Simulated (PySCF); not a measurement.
# H6O6W2 (W2(OH)6): the cost of one run

Computed with PySCF 2.14.0 and routines of our own; the level stands in each step. Atoms count from 0.

## 1. The system as given

14 atoms, charge 0, high-spin multiplicity 7; geometry from: GFN2-xTB.

The system (triple bond): W2(OH)6. The spin sites are atom 0 (3 unpaired) and atom 4 (3 unpaired).

## 2. Magnetic exchange: B3LYP/def2-SVP H:def2-SV(P)

Job settings and geometry (Å):

```
{"job": {"kind": "bs", "xc": "B3LYP", "basis": {"default": "def2-SVP", "H": "def2-SV(P)"}, "grid": 1, "rks": true}, "charge": 0, "high_spin_multiplicity": 7, "spin_sites": [[[0], 3], [[4], 3]]}
W      1.191960    -0.438990    -0.318630
O      1.711710    -2.248270    -1.081590
O      1.795870    -0.933040     1.275380
O      0.935120     0.149640    -1.976200
W     -1.071540     0.456170     0.597830
O     -2.065480    -0.327150    -0.649940
O     -0.357520     1.155690     2.064540
O     -2.069470     2.191850     0.253060
H      2.616030    -2.227520    -1.435660
H      2.059690    -1.389110     2.087990
H      0.729790     0.455280    -2.870260
H     -2.554130    -0.744390    -1.372400
H      0.022600     1.721930     2.752210
H     -2.944650     2.177900     0.673670
```

Level: B3LYP/def2-SVP H:def2-SV(P) high-spin, broken-symmetry and restricted single points, gas phase.

On the command line:

```sh
> OMP_NUM_THREADS=1 python exch_run.py task.json out
```

One launch serves the whole session: the jobs run in the order shown.

Q: Estimate the wall time and peak memory of this first job on 1 thread of Arm Neoverse V1, shared host.

About 74 s, with a peak of 0.63 GiB.
